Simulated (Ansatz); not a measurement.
# GaSiO (sextet): the correlation ladder, cc-pVDZ

One table from this session's results is given with a row withheld; the runs are named, their logs left out.

The runs use Ansatz 0.2.0, Gaussian basis; cc-pVDZ, core rule «outside noble gas», up to 20 orbitals frozen.

The runs, in order: UHF; CCSD(T) on ROHF; BCCD(T) on ROHF; CISD; CCSDT(Q) on ROHF; CCSDT(Q) on UHF.

47 further runs of the same task are left out: 7 for a known fault of the program, 29 that didn't finish, 11 set aside as unsound or not needed.

## The system

The geometry is a PBE0/def2-TZVP stationary point (not a proven minimum) of the parent state, kept for this charge and spin. No spin-orbit coupling is included. The filled d shell of Ga may be among the frozen orbitals whatever the setting's name suggests; the logs give the count.

3 atoms, charge 0, spin multiplicity 6.

Atoms are counted from 1 here; the program's logs count them from 0.

Bond lengths: O1–Ga2 1.670 Å, Ga2–Si3 2.328 Å. Angles: O1–Ga2–Si3 180.0°.

Coordinates:

```xyz
3
GaOSi
O     0.00000    0.00000   -1.88936
Ga    0.00000    0.00000   -0.21926
Si    0.00000    0.00000    2.10862
```

The first run:

Input file in.yaml:

```yaml
crystal:
  periodic: [false, false, false]
  atoms:
    - {symbol: O, position_ang: [0.000000, 0.000000, -1.889360]}
    - {symbol: Ga, position_ang: [0.000000, 0.000000, -0.219260]}
    - {symbol: Si, position_ang: [0.000000, 0.000000, 2.108620]}
basis:
  gaussian: {orbitals: cc-pVDZ}
magnetization: {spin_polarized: true, initial_magnetization: 5}
hamiltonian: {xc: hf}
output: {orbitals: {seedname: orbitals}}
```

The run is started by

```bash
$ ansatz run in.yaml --threads 1 --pin off --events-out ev --progress --plain --max-ram 2393MiB
```

Steps of the session up to this table: UHF; CCSD(T) on ROHF; BCCD(T) on ROHF; CISD; CCSDT(Q) on ROHF; CCSDT(Q) on UHF.

One of the session's tables, all rows but one given; the rest of the session is left out.

```
   method  from RCCSDT(Q) (kcal/mol)
     RMP2                          ?
    RCCSD                      +7.06
 RCCSD(T)                      +1.57
  BCCD(T)                      +1.55
   RCCSDT                      +0.47
RCCSDT(Q)                          0
```

**Question.** Estimate the row for RMP2.

As computed: from RCCSDT(Q) (kcal/mol): +25.86. In the column «from RCCSDT(Q) (kcal/mol)» it is the highest.

Not comparable, so not listed: CISD; CCSDT(Q) on UHF (they don't share determinant, frozen orbitals or solution with the rows shown, or repeat one).

Left out of the table: ROHF (another determinant or state than the rows shown).

Limits of these values: Warnings: coupled cluster took another determinant than the lowest.
